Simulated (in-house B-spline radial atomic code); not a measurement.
**Co³⁺: ionisation energy by several methods**

One table from this session's results is given with a row withheld; the runs are named, their logs left out.

Method: scalar-relativistic (X2C), several functionals, spin-polarised, exact exchange averaged over the configuration; spherical all-electron atom at the radial basis limit. Code: in-house B-spline radial atomic code version 1.

## Starting point

| Item | Value |
| --- | --- |
| element | cobalt (Z = 27) |
| charge | +3 |
| electrons | 24 |
| configuration | [Ar] 3d6 |
| nucleus | Fermi, rms radius 3.788 fm |

The outer shells:

[Ar] 3d6
```
[Ar] core
3d [↑↓][↑ ][↑ ][↑ ][↑ ]
```

Where spins are not typed, each open shell is filled with up spins first.

Set-up of the first run:

Input settings:

```ini
Z = 27
electrons = 24.0
configuration = [Ar] 3d6
hamiltonian = x2c
method = lc_wpbe
spin_polarised = True
nucleus = fermi
rms_radius = 3.7875
mass_number = 59
atomic_mass = 58.933193524
speed_of_light = 137.035999084
exact_exchange = averaged over the configuration
```

On the command line:

```sh
$ python run_scf.py task.json out
```

One command runs all members of the session, one after another, from task.json.

Steps of the session up to this table: LC-ωPBE; r2SCAN0; B97-1; CAM-B3LYP; ωB97X; HSE06.

One of the session's tables, all rows but one given; the rest of the session is left out.

| method | ΔSCF (eV) |
| --- | --- |
| r2SCAN0 | 50.793 |
| B97-1 | 51.799 |
| LC-ωPBE | 52.039 |
| CAM-B3LYP | 51.990 |
| ωB97X | 51.587 |
| HSE06 | ? |

Estimate the missing values for HSE06.

As computed: ΔSCF (eV): 51.678. In the column «ΔSCF (eV)» it lies between ωB97X (51.587) and B97-1 (51.799).
